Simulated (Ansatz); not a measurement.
# AsH4: the cost of one run

Program: Ansatz 0.2.0, Gaussian basis. Level of theory: aug-cc-pVTZ, core rule «outside noble gas», up to 14 orbitals frozen. These are calculated values, not measurements.

Plan: UHF; CCSD(T) on ROHF; CCSD(T) on UHF; BCCD(T) on ROHF; CCSDT(Q) on ROHF; CCSDT(Q) on UHF; CASSCF and NEVPT2, 10 electrons in 8 orbitals.

4 further runs of the same task are left out: 4 set aside as unsound or not needed.

## (1) The system

The geometry is a PBE0/def2-TZVPD stationary point (not a proven minimum) of the parent state, kept for this charge and spin. No spin-orbit coupling is included. The filled d shell of As may be among the frozen orbitals whatever the setting's name suggests; the logs give the count.

5 atoms, charge -1, spin multiplicity 5.

Atoms are counted from 1 here; the program's logs count them from 0.

Bond lengths: As1–H2 1.669 Å, As1–H3 1.669 Å, As1–H4 1.669 Å, As1–H5 1.669 Å. Angles: H2–As1–H3 93.8°, H2–As1–H4 93.8°, H2–As1–H5 150.3°, H3–As1–H4 150.3°, H3–As1–H5 93.8°, H4–As1–H5 93.8°.

Geometry (Å):

```xyz
5
AsH4
As    0.0000    0.0000    0.0000
H     0.2704    0.9808    1.3228
H    -0.9575   -1.0699    0.8505
H     0.1570    1.2484   -1.0963
H     0.5302   -1.1593   -1.0770
```

## (2) UHF

File in.yaml:

```yaml
crystal:
  periodic: [false, false, false]
  atoms:
    - {symbol: As, position_ang: [0.000000, 0.000000, 0.000000]}
    - {symbol: H, position_ang: [0.270354, 0.980803, 1.322816]}
    - {symbol: H, position_ang: [-0.957546, -1.069929, 0.850450]}
    - {symbol: H, position_ang: [0.157024, 1.248386, -1.096259]}
    - {symbol: H, position_ang: [0.530168, -1.159260, -1.077008]}
basis:
  gaussian: {orbitals: aug-cc-pVTZ}
total_charge: -1
magnetization: {spin_polarized: true, initial_magnetization: 4}
hamiltonian: {xc: hf}
output: {orbitals: {seedname: orbitals}}
```

Command:

```bash
$ ansatz run in.yaml --threads 1 --pin off --events-out ev --progress --plain --max-ram 4096MiB --backend cpu
```

What time and memory should one allow on 1 thread of AMD EPYC 7R13, shared host?

About 21 s, with a peak of 0.35 GiB.
